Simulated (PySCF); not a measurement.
# From one method to the next for SrF

What do other methods print for SrF?

Method: method and basis as typed in the scripts; program: PySCF 2.14.0.

4 further runs of the same task are left out: 4 that didn't finish.

## Step 1: The starting structure

SrF: 2 atoms, charge 0, spin multiplicity 2.

Bond lengths: Sr1–F2 2.162 Å.

## Step 2: Base script

The input, input.py:

```python
from pyscf import gto, scf, mcscf

mol = gto.M(
    atom='Sr 0 0 0; F 0 0 2.162',
    basis='lanl2dz',
    ecp={'Sr': 'lanl2dz'},
    charge=0,
    spin=1,
    verbose=4,
)
mf = scf.ROHF(mol)
mf.kernel()
mc = mcscf.CASSCF(mf, 4, 5)
mc.kernel()
mc.analyze()
mf.dip_moment()
print('orbital energies (hartree):', mf.mo_energy[..., max(0, mol.nelec[1]-3):mol.nelec[0]+3].round(4))
```

The run is started by

```bash
$ OMP_NUM_THREADS=1 python input.py
```

## Step 3: Geometry optimisation

Variant 1 changes step after the SCF: casscf → optimize.

The input, input.py:

```python
from pyscf import gto, scf
from pyscf.geomopt.geometric_solver import optimize

mol = gto.M(
    atom='Sr 0 0 0; F 0 0 2.162',
    basis='lanl2dz',
    ecp={'Sr': 'lanl2dz'},
    charge=0,
    spin=1,
    verbose=4,
)
mf = scf.ROHF(mol)
mf.kernel()
mol_eq = optimize(mf, maxsteps=30)
print('optimised geometry (angstrom)')
print(mol_eq.tostring('raw'))
print('orbital energies (hartree):', mf.mo_energy[..., max(0, mol.nelec[1]-3):mol.nelec[0]+3].round(4))
```

## Step 4: MP2 (UHF)

Variant 2 changes step after the SCF: casscf → mp2; SCF type: ROHF → UHF; frozen orbitals: none → 1.

The input, input.py:

```python
from pyscf import gto, scf, mp

mol = gto.M(
    atom='Sr 0 0 0; F 0 0 2.162',
    basis='lanl2dz',
    ecp={'Sr': 'lanl2dz'},
    charge=0,
    spin=1,
    verbose=4,
)
mf = scf.UHF(mol)
mf.kernel()
mp.MP2(mf, frozen=1).kernel()
mf.dip_moment()
print('orbital energies (hartree):', [e[max(0, n-3):n+3].round(4) for e, n in zip(mf.mo_energy, mol.nelec)])
```

## Step 5: Tpssh (ROKS)

Variant 3 changes functional: none (Hartree–Fock) → tpssh; SCF type: ROHF → ROKS; step after the SCF: casscf → analyze.

input.py, as its differences from that of step 2:

```diff
@@ -1,2 +1,2 @@
-from pyscf import gto, scf, mcscf
+from pyscf import gto, dft
 
@@ -10,7 +10,5 @@
 )
-mf = scf.ROHF(mol)
+mf = dft.ROKS(mol, xc='tpssh')
 mf.kernel()
-mc = mcscf.CASSCF(mf, 4, 5)
-mc.kernel()
-mc.analyze()
+mf.mulliken_pop()
 mf.dip_moment()
```

## Step 6: UHF

Variant 4 changes SCF type: ROHF → UHF.

The input, input.py:

```python
from pyscf import gto, scf, mcscf

mol = gto.M(
    atom='Sr 0 0 0; F 0 0 2.162',
    basis='lanl2dz',
    ecp={'Sr': 'lanl2dz'},
    charge=0,
    spin=1,
    verbose=4,
)
mf = scf.UHF(mol)
mf.kernel()
mc = mcscf.CASSCF(mf, 4, 5)
mc.kernel()
mc.analyze()
mf.dip_moment()
print('orbital energies (hartree):', [e[max(0, n-3):n+3].round(4) for e, n in zip(mf.mo_energy, mol.nelec)])
```

Before running it: what results should come out? Wanted: for each run, E(SCF); from base; gap, α spin; SCF dipole; after the SCF.

As calculated:

```tsv
run	E(SCF) (hartree)	from base (eV)	cycles	gap, α spin (eV)	SCF dipole (D)	after the SCF
base	-129.605472	0	8	n/a	4.39	CASSCF correlation -0.335 eV
geometry optimisation	-129.605472	0.0000	8	n/a	n/a	bond 2.234 Å, -0.037 eV
MP2 (UHF)	-129.605570	-0.0027	9	5.98	4.40	MP2 correlation -3.369 eV, core frozen
tpssh (ROKS)	-130.297216	not comparable	10	n/a	3.93	n/a
UHF	-129.605570	-0.0027	9	5.98	4.40	CASSCF correlation -0.333 eV
```

SCF columns refer to the geometry typed in the script.

Total energies of different functionals can't be compared with each other; differences within one functional can.
